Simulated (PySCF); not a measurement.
**C6H19N3Si: fields and orbitals**

For C6H19N3Si, the scripts below measure its response to a uniform field, localise its valence orbitals and analyse its density (charges, bond critical points, surface potential).

Program: PySCF 2.14.0. Level of theory: levels as typed in each script, gas phase, geometry from GFN2-xTB. These are calculated values, not measurements.

### 1 The starting structure

SMILES `CN(C)[SiH](N(C)C)N(C)C`, 29 atoms, charge 0, spin multiplicity 1.

Bond lengths: C1–N2 1.441 Å, C1–H11 1.095 Å, C1–H12 1.097 Å, C1–H13 1.084 Å, N2–C3 1.441 Å, N2–Si4 1.722 Å, C3–H14 1.084 Å, C3–H15 1.097 Å, C3–H16 1.095 Å, Si4–N5 1.730 Å, Si4–N8 1.730 Å, Si4–H17 1.469 Å, N5–C6 1.442 Å, N5–C7 1.438 Å, C6–H18 1.098 Å, C6–H19 1.086 Å, C6–H20 1.096 Å, C7–H21 1.095 Å and more. Angles: N2–C1–H11 110.1°, N2–C1–H12 111.4°, N2–C1–H13 109.6°, H11–C1–H12 107.9°, H11–C1–H13 109.2°, H12–C1–H13 108.5°, C1–N2–C3 111.8°, C1–N2–Si4 121.1°, C3–N2–Si4 121.2°, N2–C3–H14 109.7°, N2–C3–H15 111.4°, N2–C3–H16 110.1°, H14–C3–H15 108.5°, H14–C3–H16 109.2°, H15–C3–H16 107.9°, N2–Si4–N5 105.2°, N2–Si4–N8 105.4°, N2–Si4–H17 117.0° and more.

As a file:

```
C     1.3559   -2.3075    0.2073
N     0.1127   -1.5873    0.0985
C    -1.0246   -2.4692    0.1658
Si   -0.0056    0.0590    0.5882
N     1.4398    0.8114    0.0064
C     1.8881    0.6563   -1.3553
C     1.9764    1.9962    0.6210
N    -1.5371    0.6066   -0.0029
C    -2.2644    1.6705    0.6360
C    -1.9289    0.4312   -1.3795
H     1.4657   -2.9975   -0.6361
H     1.3978   -2.8960    1.1324
H     2.1842   -1.6074    0.2060
H    -1.9396   -1.8885    0.1278
H    -1.0220   -3.0559    1.0932
H    -1.0070   -3.1697   -0.6758
H    -0.0287    0.3261    2.0323
H     1.5943    1.5130   -1.9763
H     1.4579   -0.2448   -1.7819
H     2.9807    0.5783   -1.3868
H     3.0707    1.9615    0.6111
H     1.6378    2.0618    1.6507
H     1.6624    2.9066    0.0928
H    -1.9609    1.7508    1.6755
H    -3.3396    1.4664    0.5974
H    -2.0866    2.6374    0.1459
H    -2.9961    0.1893   -1.4407
H    -1.3577   -0.3792   -1.8221
H    -1.7570    1.3431   -1.9669
```

### 2 Response to an electric field (HF/6-31g*)

The input, input.py:

```python
import numpy as np
from pyscf import gto, scf, dft
from pyscf.scf import atom_ks, atom_hf
from scipy.linalg import block_diag

def solve(mol, dm0=None, hcore=None):
    mf = scf.UHF(mol) if mol.spin else scf.RHF(mol)
    mf = mf.density_fit(auxbasis='def2-universal-jkfit')
    mf.conv_tol, mf.max_cycle = 1e-8, 80
    if hcore is not None:
        mf.get_hcore = lambda *args: hcore
    mf.kernel(dm0)
    if not mf.converged:
        mf = mf.newton().run(mf.mo_coeff, mf.mo_occ, max_cycle=30)
    assert mf.converged, 'SCF not converged'
    return mf

mol = gto.M(atom='''
C      1.35594    -2.30750     0.20726
N      0.11272    -1.58732     0.09855
C     -1.02456    -2.46924     0.16584
Si    -0.00565     0.05900     0.58823
N      1.43981     0.81137     0.00644
C      1.88805     0.65630    -1.35530
C      1.97639     1.99615     0.62097
N     -1.53708     0.60657    -0.00287
C     -2.26443     1.67051     0.63596
C     -1.92895     0.43122    -1.37946
H      1.46572    -2.99750    -0.63611
H      1.39777    -2.89603     1.13243
H      2.18417    -1.60744     0.20596
H     -1.93963    -1.88848     0.12777
H     -1.02196    -3.05588     1.09316
H     -1.00696    -3.16970    -0.67579
H     -0.02869     0.32606     2.03230
H      1.59432     1.51301    -1.97628
H      1.45790    -0.24479    -1.78188
H      2.98066     0.57828    -1.38684
H      3.07074     1.96151     0.61107
H      1.63781     2.06179     1.65071
H      1.66245     2.90655     0.09279
H     -1.96088     1.75077     1.67553
H     -3.33965     1.46642     0.59737
H     -2.08664     2.63741     0.14591
H     -2.99610     0.18929    -1.44075
H     -1.35766    -0.37924    -1.82213
H     -1.75702     1.34308    -1.96686
''', basis='6-31g*', charge=0, spin=0, verbose=4)
field = np.array([0.005, 0.0, 0.0])  # atomic units
mol.set_common_orig(mol.atom_charges() @ mol.atom_coords() / mol.atom_charges().sum())
mf = solve(mol)
out = dict(dm0=mf.make_rdm1(), d0=mf.dip_moment(unit='AU'), e0=mf.e_tot)
for name, sign in (('p', 1), ('m', -1)):
    h = mf.get_hcore() + sign * np.einsum('x,xij->ij', field, mol.intor('int1e_r'))
    mi = solve(mol, mf.make_rdm1(), h)
    out.update({'dm' + name: mi.make_rdm1(), 'd' + name: mi.dip_moment(unit='AU'), 'e' + name: mi.e_tot})
# spherically averaged free atoms, for the promolecule
atm = scf.atom_hf.get_atm_nrhf(mol)
pro = block_diag(*[(atm[a[0]][2] * atm[a[0]][3]) @ atm[a[0]][2].T for a in mol._atom])
np.savez('result.npz', pro=pro, **out)
```

Run with:

```
> OMP_NUM_THREADS=1 python input.py
```

### 4 Localised orbitals (B3LYP/6-31g*)

The input, input.py:

```python
import numpy as np
from pyscf import gto, scf, dft, lo
from pyscf.data.elements import chemcore

def solve(mol, dm0=None, hcore=None):
    mf = (dft.UKS if mol.spin else dft.RKS)(mol, xc='b3lyp')
    mf.grids.level = 3
    mf = mf.density_fit(auxbasis='def2-universal-jkfit')
    mf.conv_tol, mf.max_cycle = 1e-8, 80
    if hcore is not None:
        mf.get_hcore = lambda *args: hcore
    mf.kernel(dm0)
    if not mf.converged:
        mf = mf.newton().run(mf.mo_coeff, mf.mo_occ, max_cycle=30)
    assert mf.converged, 'SCF not converged'
    return mf

mol = gto.M(atom='''
C      1.35594    -2.30750     0.20726
N      0.11272    -1.58732     0.09855
C     -1.02456    -2.46924     0.16584
Si    -0.00565     0.05900     0.58823
N      1.43981     0.81137     0.00644
C      1.88805     0.65630    -1.35530
C      1.97639     1.99615     0.62097
N     -1.53708     0.60657    -0.00287
C     -2.26443     1.67051     0.63596
C     -1.92895     0.43122    -1.37946
H      1.46572    -2.99750    -0.63611
H      1.39777    -2.89603     1.13243
H      2.18417    -1.60744     0.20596
H     -1.93963    -1.88848     0.12777
H     -1.02196    -3.05588     1.09316
H     -1.00696    -3.16970    -0.67579
H     -0.02869     0.32606     2.03230
H      1.59432     1.51301    -1.97628
H      1.45790    -0.24479    -1.78188
H      2.98066     0.57828    -1.38684
H      3.07074     1.96151     0.61107
H      1.63781     2.06179     1.65071
H      1.66245     2.90655     0.09279
H     -1.96088     1.75077     1.67553
H     -3.33965     1.46642     0.59737
H     -2.08664     2.63741     0.14591
H     -2.99610     0.18929    -1.44075
H     -1.35766    -0.37924    -1.82213
H     -1.75702     1.34308    -1.96686
''', basis='6-31g*', charge=0, spin=0, verbose=4)
mf = solve(mol)
occ_all = mf.mo_coeff[:, mf.mo_occ > 0]
occ = occ_all[:, chemcore(mol):]
loc = lo.ibo.ibo(mol, occ, iaos=lo.iao.iao(mol, occ_all))
fock, s = mf.get_fock(), mf.get_ovlp()
ortho = lo.orth_ao(mol, 'meta_lowdin')
ortho = lo.vec_lowdin(lo.iao.iao(mol, occ_all), s)
labels = lo.iao.reference_mol(mol).ao_labels(fmt=None)
vir = lo.vvo.livvo(mol, occ_all, mf.mo_coeff[:, mf.mo_occ == 0])
both = np.hstack([loc, vir])
p = (ortho.T @ s @ both) ** 2
pop = np.array([p[[l[0] == a for l in labels]].sum(0) for a in range(mol.natm)])
spd = np.array([[p[[l[0] == a and l[2][-1] == k for l in labels]].sum(0) for k in 'spd'] for a in range(mol.natm)])
eps = np.einsum('pi,pq,qi->i', both, fock, both)
for i in np.argsort(eps):
    top = np.argsort(-pop[:, i])[:3]
    print('%3d %s %9.4f Eh ' % (i + 1, 'occ' if i < loc.shape[1] else 'vir', eps[i]), '  '.join('%s%d %.3f' % (mol.atom_symbol(a), a + 1, pop[a, i]) for a in top))
np.savez('result.npz', c=both, nocc=loc.shape[1], pop=pop, spd=spd, eps=eps, e=mf.e_tot)
```

### 6 Density, bond paths and surface potential (B3LYP/6-31+g*)

The input, input.py:

```python
import numpy as np
from pyscf import gto, scf, dft
from pyscf.scf import atom_ks, atom_hf
from scipy.linalg import block_diag

def solve(mol, dm0=None, hcore=None):
    mf = (dft.UKS if mol.spin else dft.RKS)(mol, xc='b3lyp')
    mf.grids.level = 3
    mf = mf.density_fit(auxbasis='def2-universal-jkfit')
    mf.conv_tol, mf.max_cycle = 1e-8, 80
    if hcore is not None:
        mf.get_hcore = lambda *args: hcore
    mf.kernel(dm0)
    if not mf.converged:
        mf = mf.newton().run(mf.mo_coeff, mf.mo_occ, max_cycle=30)
    assert mf.converged, 'SCF not converged'
    return mf

mol = gto.M(atom='''
C      1.35594    -2.30750     0.20726
N      0.11272    -1.58732     0.09855
C     -1.02456    -2.46924     0.16584
Si    -0.00565     0.05900     0.58823
N      1.43981     0.81137     0.00644
C      1.88805     0.65630    -1.35530
C      1.97639     1.99615     0.62097
N     -1.53708     0.60657    -0.00287
C     -2.26443     1.67051     0.63596
C     -1.92895     0.43122    -1.37946
H      1.46572    -2.99750    -0.63611
H      1.39777    -2.89603     1.13243
H      2.18417    -1.60744     0.20596
H     -1.93963    -1.88848     0.12777
H     -1.02196    -3.05588     1.09316
H     -1.00696    -3.16970    -0.67579
H     -0.02869     0.32606     2.03230
H      1.59432     1.51301    -1.97628
H      1.45790    -0.24479    -1.78188
H      2.98066     0.57828    -1.38684
H      3.07074     1.96151     0.61107
H      1.63781     2.06179     1.65071
H      1.66245     2.90655     0.09279
H     -1.96088     1.75077     1.67553
H     -3.33965     1.46642     0.59737
H     -2.08664     2.63741     0.14591
H     -2.99610     0.18929    -1.44075
H     -1.35766    -0.37924    -1.82213
H     -1.75702     1.34308    -1.96686
''', basis='6-31+g*', charge=0, spin=0, verbose=4)
mf = solve(mol)
mf.analyze()
# spherically averaged free atoms, for the promolecule
atm = atom_ks.get_atm_nrks(mol, xc='b3lyp')
pro = block_diag(*[(atm[a[0]][2] * atm[a[0]][3]) @ atm[a[0]][2].T for a in mol._atom])
np.savez('result.npz', e=mf.e_tot, c=mf.mo_coeff, occ=mf.mo_occ, eps=mf.mo_energy, pro=pro, dip=mf.dip_moment(verbose=0), s2=mf.spin_square()[0])
```

(Steps that only read results are left out.)

Q: Predict the outcome of this session. Wanted: polarisability along the field; dipole moment; HOMO, LUMO.

As calculated:

| quantity | value |
| --- | --- |
| polarisability along the field (HF/6-31g*) | 100.2 bohr³ |
| localised occupied orbitals above −45 eV (B3LYP/6-31g*) | 31 |
| dipole moment (B3LYP/6-31+g*) | 0.57 D |
| HOMO, LUMO (B3LYP/6-31+g*) | -5.54, -0.04 eV |

At B3LYP/6-31+g*: The highest Hirshfeld charge is on Si4 (+0.42 e), the lowest on N8 (−0.21 e). The geometry was not optimised at these levels.
